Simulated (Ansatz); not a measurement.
# As2H2 (triplet): from Hartree-Fock to the top rungs at a displaced geometry (v1), cc-pVDZ

The task here is to estimate one member of a computed series from the others.

The runs use Ansatz 0.2.0, Gaussian basis; cc-pVDZ, core rule «outside noble gas», up to 28 orbitals frozen.

Plan: UHF; CCSD(T) on ROHF; CCSD(T) on UHF; BCCD(T) on ROHF; CISD; CCSDT(Q) on ROHF; CCSDT(Q) on UHF; CASSCF and MRCISD+Q, 12 electrons in 10 orbitals; CASSCF and NEVPT2, 12 electrons in 10 orbitals.

31 further runs of the same task are left out: 13 that didn't finish, 18 set aside as unsound or not needed.

## The geometry

The geometry is a PBE0/def2-TZVP stationary point (not a proven minimum) with its atoms shifted at random (size 0.040 Å). No spin-orbit coupling is included. The filled d shell of As may be among the frozen orbitals whatever the setting's name suggests; the logs give the count.

4 atoms, charge 0, spin multiplicity 3.

Atoms are counted from 1 here; the program's logs count them from 0.

Bond lengths: As1–As2 2.431 Å, As1–H3 1.524 Å, As1–H4 1.471 Å. Angles: As2–As1–H3 91.8°, As2–As1–H4 93.6°, H3–As1–H4 91.2°.

Geometry (Å):

```xyz
4
As2H2
As   -0.0462    0.0078    1.1975
As    0.0194   -0.0083   -1.2324
H     1.0487   -1.0486    1.2809
H     0.9459    1.0878    1.3107
```

Set-up of the first run:

The input, in.yaml:

```yaml
crystal:
  periodic: [false, false, false]
  atoms:
    - {symbol: As, position_ang: [-0.046224, 0.007808, 1.197510]}
    - {symbol: As, position_ang: [0.019390, -0.008335, -1.232376]}
    - {symbol: H, position_ang: [1.048679, -1.048633, 1.280897]}
    - {symbol: H, position_ang: [0.945900, 1.087771, 1.310699]}
basis:
  gaussian: {orbitals: cc-pVDZ}
magnetization: {spin_polarized: true, initial_magnetization: 2}
hamiltonian: {xc: hf}
output: {orbitals: {seedname: orbitals}}
```

Run with:

```sh
ansatz run in.yaml --threads 1 --pin off --events-out ev --progress --plain --max-ram 2393MiB
```

Steps of the session up to this table: UHF; CCSD(T) on ROHF; CCSD(T) on UHF; BCCD(T) on ROHF; CISD; CCSDT(Q) on ROHF; CCSDT(Q) on UHF; CASSCF and MRCISD+Q, 12 electrons in 10 orbitals; CASSCF and NEVPT2, 12 electrons in 10 orbitals.

One table of the session follows, with a row left open; its other results are not shown here.

```
          method  from UCCSDT(Q) (meV)
            ROHF               +6216.1
             UHF               +6067.8
            RMP2               +1185.9
            UMP2               +1189.2
            CISD                +717.9
           RCCSD                +215.8
           UCCSD                     ?
        RCCSD(T)                 +46.4
        UCCSD(T)                 +38.1
         BCCD(T)                 +45.6
          RCCSDT                 +18.6
          UCCSDT                 +10.2
       RCCSDT(Q)                  +8.4
       UCCSDT(Q)                     0
  CASSCF valence               +4704.0
  NEVPT2 valence               +1047.0
  MRCISD valence                +395.7
MRCISD+Q valence                 +19.7
```

**Question.** Estimate the row for UCCSD.

As computed: from UCCSDT(Q) (meV): +203.8. In the column «from UCCSDT(Q) (meV)» it lies between RCCSD(T) (+46.4) and RCCSD (+215.8).

Caveats from the session: Restricted and unrestricted rows rest on different reference determinants; where their highest levels disagree by more than a few hundredths of an eV, they describe different states and don't form one ladder.
